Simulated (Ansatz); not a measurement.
Input file:

```yaml
crystal:
  lattice:
    - [8.7942, 0.0, 0.0]
    - [0.0, 8.7942, 0.0]
    - [0.0, 0.0, 8.7942]
  atoms:
    - { symbol: Mg, position: [0.50073059, -0.00115213, -0.00028901] }
    - { symbol: O, position: [0.75059316, 0.24900013, 0.2501183] }
    - { symbol: Mg, position: [0.75054329, 0.24906336, -0.00226337] }
    - { symbol: O, position: [-7.755e-05, 0.49981955, 0.25009549] }
    - { symbol: Mg, position: [0.75043853, -0.00344502, 0.24996536] }
    - { symbol: O, position: [-9.039e-05, 0.2489748, 0.50061821] }
    - { symbol: Mg, position: [0.00037545, -0.00100758, -7.812e-05] }
    - { symbol: Mg, position: [0.25051456, 0.24921552, -0.00962129] }
    - { symbol: O, position: [0.50126962, 0.49974476, 0.2500059] }
    - { symbol: Mg, position: [0.50071246, 0.49924286, -0.00010281] }
    - { symbol: O, position: [0.75060797, 0.74918339, 0.25002539] }
    - { symbol: Mg, position: [0.75058721, 0.74902238, -0.00053981] }
    - { symbol: O, position: [-6.427e-05, -0.00159632, 0.25005992] }
    - { symbol: Mg, position: [0.25055559, -0.01057631, 0.24996849] }
    - { symbol: O, position: [0.50131892, 0.24909526, 0.50077863] }
    - { symbol: Mg, position: [0.51024613, 0.24900286, 0.24993489] }
    - { symbol: O, position: [0.75060574, 0.49913991, 0.50008147] }
    - { symbol: Mg, position: [0.75049244, 0.50150416, 0.25008581] }
    - { symbol: O, position: [0.00065444, 0.74910187, 0.50007502] }
    - { symbol: Mg, position: [0.50070472, -0.00119627, 0.50033286] }
    - { symbol: O, position: [0.75055925, 0.24912597, 0.75008755] }
    - { symbol: Mg, position: [0.75047402, 0.24895116, 0.50240104] }
    - { symbol: O, position: [0.00055766, 0.49895016, 0.74992657] }
    - { symbol: Mg, position: [0.75051745, -0.00167303, 0.75008441] }
    - { symbol: O, position: [-0.00015512, 0.24907015, -0.0006081] }
    - { symbol: Mg, position: [0.00029301, 0.49920482, 0.00010566] }
    - { symbol: O, position: [0.25065595, 0.7491625, 0.24993239] }
    - { symbol: Mg, position: [0.25045878, 0.74907592, -0.00229563] }
    - { symbol: O, position: [0.50131068, -0.00160138, 0.24996239] }
    - { symbol: Mg, position: [-0.00922207, 0.24890926, 0.25025614] }
    - { symbol: O, position: [0.25068798, 0.49972167, 0.50057814] }
    - { symbol: Mg, position: [0.25049231, 0.50876517, 0.25028468] }
    - { symbol: O, position: [0.50068104, 0.74905383, 0.50010504] }
    - { symbol: Mg, position: [0.50288096, 0.74904162, 0.25000108] }
    - { symbol: O, position: [0.75061259, -0.00106157, 0.50013912] }
    - { symbol: Mg, position: [0.00026979, -0.00117016, 0.50042303] }
    - { symbol: O, position: [0.25062416, 0.24892181, 0.7501094] }
    - { symbol: Mg, position: [0.25058987, 0.24889167, 0.50979883] }
    - { symbol: O, position: [0.50064126, 0.49904047, 0.7500304] }
    - { symbol: Mg, position: [0.50071074, 0.49925527, 0.50025921] }
    - { symbol: O, position: [0.75063644, 0.74897325, 0.75004596] }
    - { symbol: Mg, position: [0.75038094, 0.74908808, 0.50082201] }
    - { symbol: O, position: [0.00056513, -0.0009968, 0.75003434] }
    - { symbol: Mg, position: [0.25059083, -0.00323491, 0.75021088] }
    - { symbol: O, position: [0.50138035, 0.24920694, -0.00068528] }
    - { symbol: Mg, position: [0.50300962, 0.24917324, 0.75009478] }
    - { symbol: O, position: [0.75067121, 0.49909999, 1.763e-05] }
    - { symbol: Mg, position: [0.75057454, 0.49981324, 0.74997624] }
    - { symbol: O, position: [0.00061039, 0.74899659, 5.446e-05] }
    - { symbol: Mg, position: [-0.00187449, 0.74915367, 0.25020409] }
    - { symbol: O, position: [0.25067802, -0.00155407, 0.50076182] }
    - { symbol: Mg, position: [0.0002601, 0.4992995, 0.50026153] }
    - { symbol: O, position: [0.25067703, 0.74904749, 0.75002778] }
    - { symbol: Mg, position: [0.25050413, 0.74920064, 0.5025193] }
    - { symbol: O, position: [0.50075326, -0.00094213, 0.7501407] }
    - { symbol: Mg, position: [-0.00196693, 0.24918587, 0.75005797] }
    - { symbol: O, position: [0.25058579, 0.49970175, -0.0006298] }
    - { symbol: Mg, position: [0.25051225, 0.50136832, 0.75010651] }
    - { symbol: O, position: [0.5007054, 0.74892201, -1.59e-05] }
    - { symbol: Mg, position: [0.50126602, 0.74895857, 0.75018102] }
    - { symbol: O, position: [0.75062707, -0.00101159, 4.223e-05] }
    - { symbol: Mg, position: [-0.00020315, 0.74903071, 0.75017771] }
    - { symbol: O, position: [0.25058426, -0.00150602, -0.00065918] }
basis:
  ecutwfc: 420.0
kpoints:
  mp_grid: { grid: [1, 1, 1] }
hamiltonian:
  xc: pbesol
  pseudopotentials: { kind: paw, azcp: { folder: soft_1 } }
scf:
  occupations: { method: gaussian, width: 0.02 }
  lower_state_search: "off"
  max_iter: 89
neb:
  images: 3
  f_tol: 0.05
  max_iterations: 50
  order_check: false
  final_atoms:
    - { symbol: Mg, position: [0.5, 0.0, -0.00233674] }
    - { symbol: O, position: [0.75052987, 0.24947013, 0.25] }
    - { symbol: Mg, position: [0.74995335, 0.25004665, 4.665e-05] }
    - { symbol: O, position: [0.0, 0.5, 0.25] }
    - { symbol: Mg, position: [0.75233674, 0.0, 0.25] }
    - { symbol: O, position: [0.0, 0.25003141, 0.49996859] }
    - { symbol: Mg, position: [0.0, 0.0, -0.00061017] }
    - { symbol: Mg, position: [0.25004665, 0.25004665, 4.665e-05] }
    - { symbol: O, position: [0.24947013, 0.24947013, 0.25] }
    - { symbol: Mg, position: [0.5, 0.5, -0.01004561] }
    - { symbol: O, position: [0.75052987, 0.75052987, 0.25] }
    - { symbol: Mg, position: [0.74995335, 0.74995335, 4.665e-05] }
    - { symbol: O, position: [0.0, 0.0, 0.25] }
    - { symbol: Mg, position: [0.24766326, 0.0, 0.25] }
    - { symbol: O, position: [0.5, 0.24947013, 0.50052987] }
    - { symbol: Mg, position: [0.5, 0.23995439, 0.25] }
    - { symbol: O, position: [0.75052987, 0.5, 0.50052987] }
    - { symbol: Mg, position: [0.76004561, 0.5, 0.25] }
    - { symbol: O, position: [0.0, 0.74996859, 0.49996859] }
    - { symbol: Mg, position: [0.5, 0.0, 0.50233674] }
    - { symbol: O, position: [0.74996859, 0.25003141, 0.75] }
    - { symbol: Mg, position: [0.74995335, 0.25004665, 0.49995335] }
    - { symbol: O, position: [0.0, 0.5, 0.75] }
    - { symbol: Mg, position: [0.75061017, 0.0, 0.75] }
    - { symbol: O, position: [0.0, 0.25003141, 3.141e-05] }
    - { symbol: Mg, position: [0.0, 0.5, -0.00233674] }
    - { symbol: O, position: [0.24947013, 0.75052987, 0.25] }
    - { symbol: Mg, position: [0.25004665, 0.74995335, 4.665e-05] }
    - { symbol: O, position: [0.5, 0.0, 0.25] }
    - { symbol: Mg, position: [0.0, 0.24766326, 0.25] }
    - { symbol: O, position: [0.24947013, 0.5, 0.50052987] }
    - { symbol: Mg, position: [0.23995439, 0.5, 0.25] }
    - { symbol: O, position: [0.5, 0.75052987, 0.50052987] }
    - { symbol: Mg, position: [0.5, 0.76004561, 0.25] }
    - { symbol: O, position: [0.74996859, 0.0, 0.49996859] }
    - { symbol: Mg, position: [0.0, 0.0, 0.50061017] }
    - { symbol: O, position: [0.25003141, 0.25003141, 0.75] }
    - { symbol: Mg, position: [0.25004665, 0.25004665, 0.49995335] }
    - { symbol: O, position: [0.5, 0.5, 0.75] }
    - { symbol: Mg, position: [0.5, 0.5, 0.51004561] }
    - { symbol: O, position: [0.74996859, 0.74996859, 0.75] }
    - { symbol: Mg, position: [0.74995335, 0.74995335, 0.49995335] }
    - { symbol: O, position: [0.0, 0.0, 0.75] }
    - { symbol: Mg, position: [0.24938983, 0.0, 0.75] }
    - { symbol: O, position: [0.5, 0.24947013, -0.00052987] }
    - { symbol: Mg, position: [0.5, 0.24766326, 0.75] }
    - { symbol: O, position: [0.75052987, 0.5, -0.00052987] }
    - { symbol: Mg, position: [0.75233674, 0.5, 0.75] }
    - { symbol: O, position: [0.0, 0.74996859, 3.141e-05] }
    - { symbol: Mg, position: [0.0, 0.75233674, 0.25] }
    - { symbol: O, position: [0.25003141, 0.0, 0.49996859] }
    - { symbol: Mg, position: [0.0, 0.5, 0.50233674] }
    - { symbol: O, position: [0.25003141, 0.74996859, 0.75] }
    - { symbol: Mg, position: [0.25004665, 0.74995335, 0.49995335] }
    - { symbol: O, position: [0.5, 0.0, 0.75] }
    - { symbol: Mg, position: [0.0, 0.24938983, 0.75] }
    - { symbol: O, position: [0.24947013, 0.5, -0.00052987] }
    - { symbol: Mg, position: [0.24766326, 0.5, 0.75] }
    - { symbol: O, position: [0.5, 0.75052987, -0.00052987] }
    - { symbol: Mg, position: [0.5, 0.75233674, 0.75] }
    - { symbol: O, position: [0.74996859, 0.0, 3.141e-05] }
    - { symbol: Mg, position: [0.0, 0.75061017, 0.75] }
    - { symbol: O, position: [0.25003141, 0.0, 3.141e-05] }
```

Launched with:

```bash
$ ansatz run input.yaml --threads 4 --pin off --max-ram 10240MiB --backend cpu --events-out ev --progress --plain --runs-dir out
```

Hardware: 4 threads of Arm Neoverse V1, with other jobs on the host.

Roughly how long does this run take, and how much memory?

110 s, with a peak of 2.1 GiB, for 6 band iterations.
